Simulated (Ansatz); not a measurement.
# F2GeH: the cost of one run

Program: Ansatz 0.2.0, driven from Python. Level of theory: RPA/def2-TZVP. These are calculated values, not measurements.

## Step 1: The structure

Bond lengths: F1–Ge2 1.748 Å, Ge2–F3 1.774 Å, Ge2–H4 1.556 Å. Angles: F1–Ge2–F3 109.5°, F1–Ge2–H4 112.4°, F3–Ge2–H4 110.5°.

No structure file is read: the coordinates are typed or built in the script.

## Step 2: The script

Input file energy_f2geh.py:

```python
'''Electronic structure of the F2GeH molecule.'''

import ansatz as az
from ase import Atoms


def main() -> None:
    atoms = Atoms(['F', 'Ge', 'F', 'H'], positions=[
        (-0.2185, -0.0492, 1.6278),
        (0.4107, -0.0557, -0.0026),
        (-0.4318, -1.291, -0.9564),
        (0.2951, 1.3356, -0.689),
    ])
    molecule = az.Crystal.molecule_from_ase(atoms)

    model = molecule.calculation()
    model = model.basis(gaussian='def2-TZVP')
    model = model.correlation('rpa')
    model = model.spin('collinear', total=1)
    result = model.run(threads=1, pin='off')
    summary = result.report

    for key in ('converged', 'free_energy_ev', 'reference_energy_ev', 'n_frozen', 'n_occupied', 'n_virtual'):
        print(f'{key:22s} {summary[key]}')

    parts = summary['correlation']
    for name in ('random_phase', 'coupled_cluster', 'perturbative'):
        if name in parts:
            print(f'{name:16s} {parts[name]["energy"]["hartree"]:12.7f} Ha')
    if 'second_order' in parts:
        pair = parts['second_order']
        print(f'MP2 same spin {pair["same_spin"]["hartree"]:.7f} Ha, opposite spin {pair["opposite_spin"]["hartree"]:.7f} Ha')


if __name__ == '__main__':
    main()
```

## Step 3: Launch

On the command line:

```console
$ python energy_f2geh.py
```

**Question.** How long does this script take on 1 thread of Intel Xeon 6975P-C (Granite Rapids), shared host, and how much memory does it need?

About 3 s, with a peak of 0.31 GiB.
